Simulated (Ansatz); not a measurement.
Cs2InAgBr6: equation of state with PBEsol

Crystal: Cs2InAgBr6.

```
Cs In Ag Br
1.0
     0.00000    5.61200    5.61200
     5.61200    0.00000    5.61200
     5.61200    5.61200    0.00000
Cs In Ag Br
2 1 1 6
Direct
  0.25000 0.25000 0.25000
  0.75000 0.75000 0.75000
  0.00000 0.00000 0.00000
  0.50000 0.50000 0.50000
  0.75599 0.75599 0.24400
  0.75599 0.24400 0.75599
  0.24400 0.75599 0.24400
  0.24400 0.75599 0.75599
  0.24400 0.24400 0.75599
  0.75599 0.24400 0.24400
```

The cell comes from a database or a generator and needn't be the stable form of this composition.

```
Program             : Ansatz 0.2.0
Task                : equation of state
Functional          : PBEsol
Potentials or basis : Ansatz PAW
Cutoff              : 420 eV
Density cutoff      : 1680 eV
k mesh              : 4 × 4 × 4
Occupations         : fermi-dirac, width 0.05 eV
Spin                : no spin polarisation
```

```
Equilibrium volume                        : 32.78 Å³/atom (rough: see the caveat)
Bulk modulus at fixed shape and positions : 30 GPa (rough)
```

Energy against volume, from the lowest point:
```
volume (Å³/atom)  energy (meV/atom)
          33.228               0.00
          33.935               3.00
          34.642               8.30
          35.349              15.59
          36.056              24.64
          36.763              35.20
          37.470              47.09
```

All runs of the series together: 25 s on 4 threads of AMD EPYC 7R13 Processor (Zen 3), on a shared host.

Caveat: the minimum lies outside the volumes run; the cell was scaled at fixed shape and fractional positions, which overstates the stiffness of a crystal with free parameters, most of all of layers and chains. Spin-orbit coupling is left out, which matters for the levels of Cs.
